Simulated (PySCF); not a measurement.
**[NbO2]+: singlet, from a PBE0 minimum start**

Aim: relax [NbO2]+ as a singlet from a PBE0 minimum start, check by its vibrations whether the end is a minimum, and collect its spectrum and constants.

Computed with PySCF 2.14.0. Level: PBE0, basis Nb def2-TZVP with ECP28, O def2-TZVP, scalar-relativistic core potentials, no spin–orbit coupling, density fitting.

## 1. Where the work starts

3 atoms, charge 1, spin multiplicity 1.

Bond lengths: Nb1–O2 1.663 Å, Nb1–O3 1.663 Å. Angles: O2–Nb1–O3 103.3°.

Z-matrix (Å, degrees; charge 1 multiplicity 1):
```
Nb
O  1 1.6627
O  1 1.6627 2 103.28
```

## 2. The SCF at the typed geometry

One driver script runs all steps and calls PySCF; scf.py shows how it sets up the SCF of each step. The optimiser is the driver's own. After this first run the driver tries any further starts and a stability analysis.

Input file scf.py:

```python
from pyscf import gto, scf, dft
mol = gto.M(atom='''
Nb     0.000000     0.000000    -0.264029
O      1.303760    -0.000000     0.767793
O     -1.303760     0.000000     0.767793''',
    basis={'Nb': 'def2-TZVP', 'O': 'def2-TZVP'},
    ecp={'Nb': 'def2-TZVP'},
    charge=1, spin=0)
mf = dft.RKS(mol, xc='PBE0')
mf.grids.atom_grid = (50, 194)
aux = {'Nb': 'def2-universal-JKFIT', 'O': 'def2-universal-JKFIT'}
mf = mf.density_fit(auxbasis=aux)
mf.conv_tol = 1e-08
mf.diis_space = 10
mf.max_cycle = 60
mf.init_guess = 'minao'
mf.verbose = 4
mf.kernel()
```

Run with:

```
$ OMP_NUM_THREADS=2 python axn.py task.json out
```

After this run come: Relaxation: PBE0 minimum start, singlet; Vibrations and properties at this point.

What does the calculation give? Wanted: minimum; geometry; wavenumbers; dipole moment; highest occupied, lowest empty level; polar-tensor charge of Nb1; zero-point energy.

**Answer**, as computed:

| quantity | value |
| --- | --- |
| minimum | singlet, C2v |
| geometry | Nb–O 1.663 Å (×2); O–Nb–O 103.3° |
| wavenumbers (cm⁻¹) | 404 (a1), 1052 (b2), 1111 (a1) |
| dipole moment (centre of mass) | 6.09 D |
| highest occupied, lowest empty level | -15.00, -9.83 eV |
| polar-tensor charge of Nb1 | +2.20 e |
| zero-point energy | 15.4 kJ/mol |
| entropy at 298.15 K | 264.6 J/(mol K) |

The PBE0 minimum start keeps its C2v symmetry and ends in a minimum. The strongest infrared band lies at 1052 cm⁻¹ (b2, stretch). Other starts or spin states, not run here, may lie lower. Whether spin polarisation would lower the closed shell was not checked.
